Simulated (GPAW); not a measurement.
Runs of GPAW 26.7.0 on TaCrB4. The structure is hexagonal, space group P6/mmm (No. 191). The conventional cell has a = 3.069 Å, b = 3.069 Å, c = 6.208 Å, α = 90.00°, β = 90.00°, γ = 120.00°. Ta (site symmetry 6/mmm) is surrounded by 12 B at 2.42 Å. Cr (site symmetry 6/mmm) is surrounded by 12 B at 2.29 Å. B (site symmetry 3m) has 3 B at 1.77 Å as nearest neighbours. The cell comes from a database or a generator and needn't be the stable form of this composition.

```csv
task,level,potentials or basis,k mesh,band path,band points,pressure (GPa),moment (μB),largest force (eV/Å)
single point,PBEsol,"PAW data sets generated in the run's folder for this functional, pw",10 × 10 × 5,-,-,-4.2,1.80,(c)
band structure,r2SCAN,"GPAW PAW data sets (gpaw-data 1.2.1), pw",7 × 7 × 3,"GMKGALHA,LM,KH",80,1.8,(a),0.20
band structure,PBEsol,"PAW data sets generated in the run's folder for this functional, pw",7 × 7 × 3,"GMKGALHA,LM,KH",80,(b),1.75,0.04
band structure,LDA,"the program's PAW data sets (release 1.2.1) made for this functional, pw",7 × 7 × 3,"GMKGALHA,LM,KH",80,-12.9,1.62,0.02
```

Alike in all rows: spin collinear, ferromagnetic start; cell as given; cutoff (eV) 800; smearing fermi-dirac 0.05 eV.

Task: Fill in the values left out.

Result: (a) 2.22; (b) -4.5; (c) 0.06.

Caveats: a cell with one magnetic atom can't hold antiferromagnetic order, which such compounds often take; the PAW data sets were made with another functional, which shifts forces and pressure a little (some runs).

Not every run made on this cell is shown here.
